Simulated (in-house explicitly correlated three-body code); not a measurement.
**Two electrons around a charge of +1.02: exact states and exact Kohn–Sham parts**

System: two electrons around a charge of +1.02. A variational three-body run gives its energies and expectation values, then the exact Kohn–Sham parts of the ground state and the errors of common functionals.

Method: two electrons, non-relativistic, variational in exponentially correlated functions. Code: in-house explicitly correlated three-body code version 1.

### Step 1. The system

```
charge of the centre : +1.02
mass of the centre   : infinite
interactions         : Coulomb
basis                : 260 functions exp(−a r1 − b r2 − g r12) a state, exponent ranges optimised
units                : hartree and bohr; relativity and QED are left out
```

### Step 2. The run

Settings:

```ini
Z = 1.02
interaction_strength = 1.0
functions = 260
states_tried = 1
```

Run with:

```sh
> python run_hyl.py task.json out
```

**Question.** What will these runs give? Wanted: ground-state energy; binding of the second electron; ⟨r12⟩, ⟨cos θ12⟩; Ts, Ex, Ec; exact less Hartree–Fock.

**Answer**, as computed:

```
                      quantity                                value
           ground-state energy                  -0.55550341 hartree
binding of the second electron                           0.96065 eV
              ⟨r12⟩, ⟨cos θ12⟩                  4.189 bohr, -0.1052
        Ts, Ex, Ec (Kohn–Sham)  0.52725, -0.39560, -0.04156 hartree
       exact less Hartree–Fock                     -0.03974 hartree
```

**Reading.** The second electron is bound by 0.9607 eV, and the mean cosine of -0.105 shows the electrons leaning only slightly to opposite sides. The virial ratio −T/E is 1.0000000, where an exact Coulomb state gives 1. On the exact density SCAN errs least (+0.7 millihartree) and LDA VWN5 most (+15.3). 15 of the 15 semilocal functionals leave the top level unbound when run self-consistently, since their potentials decay too fast.
